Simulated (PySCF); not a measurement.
# C11H22N2: the cost of one run

Computed with PySCF 2.14.0 and routines of our own; the level stands in each step. Atoms count from 0.

## 1. The starting structure

35 atoms, charge 0, multiplicity 1; geometry from: GFN2-xTB.

## 2. Excited states: TDA PBE0/6-31G*

Job settings and geometry (Å):

```
{"job": {"kind": "states", "xc": "PBE0", "basis": "6-31G*", "tda": true, "soc": true, "nstates": 5, "ntriplets": 5, "nquad": 4}, "charge": 0, "multiplicity": 1}
C     -0.919486    -2.109110    -0.219010
N     -0.453070    -0.818314     0.264818
C      0.839814    -0.421707    -0.295131
C      1.929580    -1.410101     0.129839
C      3.298115    -0.974373    -0.387649
C      3.650438     0.420413     0.113876
C      2.572233     1.409442    -0.312603
C      1.208372     0.974278     0.210801
N     -1.388391     0.219657     0.172054
C     -2.117778     0.433174    -1.071214
C     -3.161926     1.455621    -0.647670
C     -3.600879     0.925969     0.719947
C     -2.336156     0.262520     1.280683
H     -0.801741    -2.229847    -1.306314
H     -0.369460    -2.901915     0.284895
H     -1.972512    -2.224811     0.033529
H      0.795913    -0.403379    -1.402289
H      1.942799    -1.459926     1.220120
H      1.710234    -2.407040    -0.253479
H      4.054933    -1.692285    -0.064145
H      3.287921    -0.972719    -1.480611
H      3.719618     0.408234     1.203538
H      4.621392     0.726462    -0.281493
H      2.807919     2.407160     0.064060
H      2.542375     1.463307    -1.403896
H      1.217230     0.948918     1.301241
H      0.444201     1.686294    -0.098149
H     -1.438266     0.809079    -1.839402
H     -2.610933    -0.476112    -1.451985
H     -2.691825     2.432836    -0.539850
H     -3.986813     1.534314    -1.353521
H     -3.971550     1.717513     1.368295
H     -4.395019     0.188112     0.595247
H     -2.549934    -0.738531     1.676735
H     -1.888783     0.849420     2.088941
```

Level: TDA PBE0/6-31G* excited states, vertical, gas phase, spin-orbit mean-field couplings.

On the command line:

```console
$ OMP_NUM_THREADS=1 python excited_run.py task.json out
```

The driver reads the jobs from task.json and runs them one after another.

Q: Estimate the wall time and peak memory of this first job on 1 thread of Intel Xeon 6975P-C, shared host.

About 88 s, with a peak of 1.2 GiB.
